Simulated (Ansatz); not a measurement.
# SnBH4 radical: one structure at several levels

Aim: energy, forces and dipole at a structure displaced at random from a GFN2-xTB minimum, from CCSD(T) and from density functionals.

Program: Ansatz 0.2.0, Gaussian basis. Level of theory: single points in def2-TZVPP. These are calculated values, not measurements.

Cores are frozen in the correlated methods. Filled d shells of the heavier atoms are correlated. Core potentials replace the inner electrons past krypton, and spin-orbit coupling is left out. Orbitals are unrestricted.

## (1) Starting geometry

SMILES `[BH2][SnH2]`, 6 atoms, charge 0, spin multiplicity 2.

Atoms are counted from 1 here; the program's logs count them from 0.

Bond lengths: B1–Sn2 2.114 Å, B1–H3 1.388 Å, B1–H4 1.226 Å, Sn2–H5 1.734 Å, Sn2–H6 1.660 Å. Angles: Sn2–B1–H3 117.3°, Sn2–B1–H4 118.5°, H3–B1–H4 121.0°, B1–Sn2–H5 117.4°, B1–Sn2–H6 121.1°, H5–Sn2–H6 96.2°.

As a file:

```xyz
6

B     0.07070   -1.16300    0.10980
Sn    0.31780    0.93460    0.01870
H    -0.29430   -1.70860    1.33240
H     0.59470   -1.85280   -0.75790
H     0.01960    1.70780   -1.50470
H    -0.63260    1.95000    0.92550
```

## (2) CCSD(T)/def2-TZVPP

run/in.yaml reads:

```yaml
crystal:
  periodic: [false, false, false]
  atoms:
    - {symbol: B, position_ang: [0.070700, -1.163000, 0.109800]}
    - {symbol: Sn, position_ang: [0.317800, 0.934600, 0.018700]}
    - {symbol: H, position_ang: [-0.294300, -1.708600, 1.332400]}
    - {symbol: H, position_ang: [0.594700, -1.852800, -0.757900]}
    - {symbol: H, position_ang: [0.019600, 1.707800, -1.504700]}
    - {symbol: H, position_ang: [-0.632600, 1.950000, 0.925500]}
basis:
  gaussian: {orbitals: def2-TZVPP}
magnetization: {spin_polarized: true, initial_magnetization: 1}
correlation: {method: ccsd_t}
scf: {omitted_lower_state_checks: [cluster_reference]}
output: {forces: true}
```

The command line of these runs was not kept.

## (3) PBE0-D4/def2-TZVPP

run/in.yaml, as its differences from that of step 2:

```diff
@@ -12,4 +12,3 @@
 magnetization: {spin_polarized: true, initial_magnetization: 1}
-correlation: {method: ccsd_t}
-scf: {omitted_lower_state_checks: [cluster_reference]}
-output: {forces: true}
+hamiltonian: {xc: pbe0, dispersion: d4}
+output: {forces: true, orbitals: {seedname: orbitals}}
```

## (4) wB97M-V/def2-TZVPP

run/in.yaml, as its differences from that of step 3:

```diff
@@ -12,3 +12,3 @@
 magnetization: {spin_polarized: true, initial_magnetization: 1}
-hamiltonian: {xc: pbe0, dispersion: d4}
-output: {forces: true, orbitals: {seedname: orbitals}}
+hamiltonian: {xc: {name: wB97M-V}}
+output: {forces: true}
```

## (5) r2SCAN-D4/def2-TZVPP

run/in.yaml, as its differences from that of step 4:

```diff
@@ -12,3 +12,3 @@
 magnetization: {spin_polarized: true, initial_magnetization: 1}
-hamiltonian: {xc: {name: wB97M-V}}
+hamiltonian: {xc: r2scan, dispersion: d4}
 output: {forces: true}
```

## (6) PBE-D4/def2-TZVPP

run/in.yaml, as its differences from that of step 5:

```diff
@@ -12,3 +12,3 @@
 magnetization: {spin_polarized: true, initial_magnetization: 1}
-hamiltonian: {xc: r2scan, dispersion: d4}
+hamiltonian: {xc: pbe, dispersion: d4}
 output: {forces: true}
```

## (7) HSE06-D4/def2-TZVPP

run/in.yaml, as its differences from that of step 6:

```diff
@@ -12,3 +12,3 @@
 magnetization: {spin_polarized: true, initial_magnetization: 1}
-hamiltonian: {xc: pbe, dispersion: d4}
+hamiltonian: {xc: hse06, dispersion: d4}
 output: {forces: true}
```

## (8) LC-wPBE/def2-TZVPP

run/in.yaml, as its differences from that of step 7:

```diff
@@ -12,3 +12,3 @@
 magnetization: {spin_polarized: true, initial_magnetization: 1}
-hamiltonian: {xc: hse06, dispersion: d4}
+hamiltonian: {xc: {name: LC-wPBE}}
 output: {forces: true}
```

(Steps that only read results are left out.)

Before running it: what results should come out? Wanted: energy less free atoms, CCSD(T)/def2-TZVPP; RMS force component; RMS force error; HOMO and LUMO, PBE0-D4; T1 diagnostic.

**Answer**, as computed:

| quantity | value |
| --- | --- |
| energy less free atoms, CCSD(T)/def2-TZVPP | -337.0 kcal/mol |
| RMS force component | 1.068 to 1.166 eV/Å over the methods |
| RMS force error | PBE0-D4 0.091, wB97M-V 0.046, r2SCAN-D4 0.092, PBE-D4 0.190, HSE06-D4 0.092, LC-wPBE 0.081 eV/Å |
| HOMO and LUMO, PBE0-D4 | -6.47 and -3.63 eV |
| T1 diagnostic | 0.020 |

What this shows: Against CCSD(T) the functionals' energies less atoms differ by -11.1 to -4.0 kcal/mol, PBE-D4 by -7.9 kcal/mol. CCSD(T) in triple zeta still lacks some correlation energy of the bonds, so part of these gaps is its own basis error and they don't rank the functionals. On forces the order runs from wB97M-V to PBE-D4.
